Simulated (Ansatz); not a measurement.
# C3H7Cl2InO: small, medium and large basis sets

How large a basis does C3H7Cl2InO need? Two functionals are run in growing sets.

Computed with Ansatz 0.2.0, Gaussian basis. Level: one geometry, several basis sets.

Plan: PBE0-D4/def2-SVP; ωB97M-V/def2-SVP; PBE0-D4/def2-QZVPP; ωB97M-V/def2-QZVPP; the functionals' def2-TZVPP values are taken from earlier runs.

1 further run of the same task is left out (for a known fault of the program). Runs told in other sessions of the task aren't counted.

**1. Structure used throughout**

All runs share one geometry, relaxed beforehand with PBE0-D4 in a triple-zeta def2 set. In takes the def2 core potential; no spin-orbit term is included.

SMILES `CC(C)[O][In]([Cl])[Cl]`, 14 atoms, charge 0, spin multiplicity 1.

Atoms are counted from 1 here; the program's logs count them from 0.

Bond lengths: C1–C2 1.516 Å, C1–H8 1.095 Å, C1–H9 1.093 Å, C1–H10 1.093 Å, C2–C3 1.515 Å, C2–O4 1.423 Å, C2–H11 1.100 Å, C3–H12 1.093 Å, C3–H13 1.091 Å, C3–H14 1.093 Å, O4–In5 1.958 Å, In5–Cl6 2.310 Å, In5–Cl7 2.294 Å. Angles: C2–C1–H8 111.1°, C2–C1–H9 111.2°, C2–C1–H10 110.1°, H8–C1–H9 107.2°, H8–C1–H10 108.7°, H9–C1–H10 108.5°, C1–C2–C3 112.1°, C1–C2–O4 110.9°, C1–C2–H11 108.6°, C3–C2–O4 106.7°, C3–C2–H11 108.6°, O4–C2–H11 110.0°, C2–C3–H12 110.7°, C2–C3–H13 110.4°, C2–C3–H14 110.1°, H12–C3–H13 108.6°, H12–C3–H14 108.7°, H13–C3–H14 108.3° and more.

**2. PBE0-D4 in def2-SVP**

Contents of in.yaml:

```yaml
crystal:
  periodic: [false, false, false]
  atoms:
    - {symbol: C, position_ang: [-0.460520, 0.493170, 1.211020]}
    - {symbol: C, position_ang: [-0.310113, -0.413153, 0.004804]}
    - {symbol: C, position_ang: [-0.208317, -1.872521, 0.398407]}
    - {symbol: O, position_ang: [0.873255, -0.101417, -0.720456]}
    - {symbol: In, position_ang: [1.050419, 1.589043, -1.693384]}
    - {symbol: Cl, position_ang: [-0.786914, 2.954605, -2.004397]}
    - {symbol: Cl, position_ang: [3.073231, 2.174545, -2.603937]}
    - {symbol: H, position_ang: [-0.569566, 1.539610, 0.906219]}
    - {symbol: H, position_ang: [-1.348199, 0.232020, 1.792122]}
    - {symbol: H, position_ang: [0.416164, 0.405565, 1.857943]}
    - {symbol: H, position_ang: [-1.191431, -0.285304, -0.641116]}
    - {symbol: H, position_ang: [-1.105850, -2.191177, 0.933874]}
    - {symbol: H, position_ang: [-0.090306, -2.498551, -0.487212]}
    - {symbol: H, position_ang: [0.658147, -2.026424, 1.046124]}
basis:
  gaussian: {orbitals: def2-SVP}
hamiltonian: {xc: pbe0, dispersion: d4}
output: {orbitals: {seedname: orbitals}}
```

The run is started by

```bash
ansatz run in.yaml --threads 4 --pin off --events-out ev --progress --plain --max-ram 11315MiB
```

The runs that follow: ωB97M-V in def2-SVP; PBE0-D4 in def2-QZVPP; ωB97M-V in def2-QZVPP.

**Question.** What will the summary of the whole plan be? Wanted: PBE0-D4: double and triple zeta above quadruple; ωB97M-V: double and triple zeta above quadruple.

**Answer**, as computed:

| quantity | value |
| --- | --- |
| PBE0-D4: double and triple zeta above quadruple | 15.98, 1.08 eV |
| ωB97M-V: double and triple zeta above quadruple | 16.11, 1.04 eV |

**Reading.** For PBE0-D4 the step from double to triple zeta gains 14.90 eV and the next only 1.08 eV. Total energies overstate the basis error of differences, where much of it tends to cancel.
